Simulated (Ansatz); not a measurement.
# HBr (hydrogen bromide): CCSDT(Q)/STO-3G

Aim: the vertical ionisation energy of HBr (hydrogen bromide) at CCSDT(Q)/STO-3G, from 2 runs. 

The results are computed with Ansatz 0.2.0.

40 further runs of the same task are left out: 4 that didn't finish, 36 set aside as unsound or not needed.

### Step 1. The structure to begin with

The species is HBr (2 atoms), meant as a singlet with charge 0. As SMILES, `Br`. The shape is that of a PBE0-D4/def2-TZVP optimisation.

Bond lengths: Br1–H2 1.420 Å.

### Step 2. A single-point energy at CCSDT(Q)/STO-3G

The input, job.yaml:

```yaml
basis:
  gaussian: {orbitals: STO-3G}
crystal:
  periodic: [false, false, false]
  atoms:
    - {symbol: Br, position_ang: [-0.603220, 0.217960, -0.305050]}
    - {symbol: H, position_ang: [0.603220, -0.217960, 0.305050]}
correlation: {method: ccsdt_q, frozen_orbitals: {Br: 9, H: 0}}
accuracy: high
scf: {omitted_lower_state_checks: [cluster_reference, increment]}
```

Launch:

```console
$ ansatz run job.yaml --threads 1 --pin off --max-ram 3480MiB --events-out events.jsonl --progress --plain --runs-dir runs
```

Log (excerpt; [...] marks lines left out):

```text
Warning: RAYON_NUM_THREADS=1 ignored (pool sized by the plan → 1); use --threads N
Functional definition: HF
  name "HF"
[...]
211 factors; integrals over basis functions are off by at most 9.5e-9 eV
[...]
mean field -69259.18620241 eV, -2545.2281473759 hartree, gradient 2.2e-8 eV, S^2 0.000000; 0 other end points of the search recorded, 0 dependent functions left out
9 core orbitals not correlated: weight in the atoms' cores, before any rotation towards them, 1.000 or more for the frozen orbitals, at most 0.000 for the correlated occupied ones
reference -69259.18620241 eV, -2545.2281473759 hartree; 9, 9 occupied and 1, 1 virtual orbitals, 211 factors
second order -0.36953927 eV of doubles, -0.00000000 eV of singles
cycle   1  -0.48500274 eV  change   -1.2e-1 eV  update   3.0e-2
[...]
cycle  12  -0.55270316 eV  change  -5.0e-10 eV  update  1.1e-10
perturbative correction 0.00000000 eV, 0.0000000000 hartree
Total energy: -69259.73890557 eV, -2545.2484588424 hartree
Checks for a lower state left out: cluster_reference, increment
```

It took 0.16 s on 1 thread of Arm Neoverse V1, shared host.

### Step 3. The doublet cation at the same level

The input, run.yaml:

```yaml
basis:
  gaussian:
    orbitals: STO-3G
crystal:
  periodic: [false, false, false]
  atoms:
    - {symbol: Br, position_ang: [-0.603220, 0.217960, -0.305050]}
    - {symbol: H, position_ang: [0.603220, -0.217960, 0.305050]}
total_charge: 1
magnetization:
  spin_polarized: true
  initial_magnetization: 1
correlation:
  method: ccsdt_q
  frozen_orbitals: {Br: 9, H: 0}
accuracy: high
scf:
  omitted_lower_state_checks: [cluster_reference, increment]
```

Launch:

```console
$ ansatz run run.yaml --threads 1 --pin off --max-ram 3480MiB --events-out events.jsonl --progress --plain --runs-dir runs
```

Log (excerpt; [...] marks lines left out):

```text
Warning: RAYON_NUM_THREADS=1 ignored (pool sized by the plan → 1); use --threads N
[... 2 set-up lines as earlier in the session ...]
[...]
211 factors; integrals over basis functions are off by at most 9.5e-9 eV
[...]
mean field -69250.39867419 eV, -2544.9052116705 hartree, gradient 1.1e-8 eV, S^2 0.752850; 2 other end points of the search recorded, 0 dependent functions left out
9 core orbitals not correlated: weight in the atoms' cores, before any rotation towards them, 1.000 or more for the frozen orbitals, at most 0.000 for the correlated occupied ones
reference -69250.39867419 eV, -2544.9052116705 hartree; 9, 8 occupied and 1, 2 virtual orbitals, 211 factors
second order -0.33101050 eV of doubles, -0.00000000 eV of singles
cycle   1  -0.43617786 eV  change   -1.1e-1 eV  update   2.9e-2
[...]
cycle  16  -0.50526296 eV  change    1.5e-9 eV  update   1.7e-9
perturbative correction 0.00000000 eV, 0.0000000000 hartree
Total energy: -69250.90393716 eV, -2544.9237797419 hartree
Checks for a lower state left out: cluster_reference, increment
```

Run time: 0.46 s. Hardware: 1 thread of Arm Neoverse V1, shared host.

### Step 4. Outcome

Level: CCSDT(Q)/STO-3G, 9 core orbitals frozen.

```
                                                   quantity           value
                                  singlet HBr: total energy  -2545.24846 Eh
   singlet HBr: correlation energy (9 core orbitals frozen)       -20.3 mEh
                                 singlet HBr: T1 diagnostic           0.003
                               doublet cation: total energy  -2544.92378 Eh
doublet cation: correlation energy (9 core orbitals frozen)       -18.6 mEh
          doublet cation: ⟨S²⟩ of the reference determinant           0.753
                              doublet cation: T1 diagnostic           0.004
         vertical ionisation energy (to the doublet cation)        8.835 eV
```

**Reading.** Removing an electron at fixed nuclei costs 8.83 eV (852 kJ/mol). In a minimal basis such a difference can be off by several eV, whatever the method.
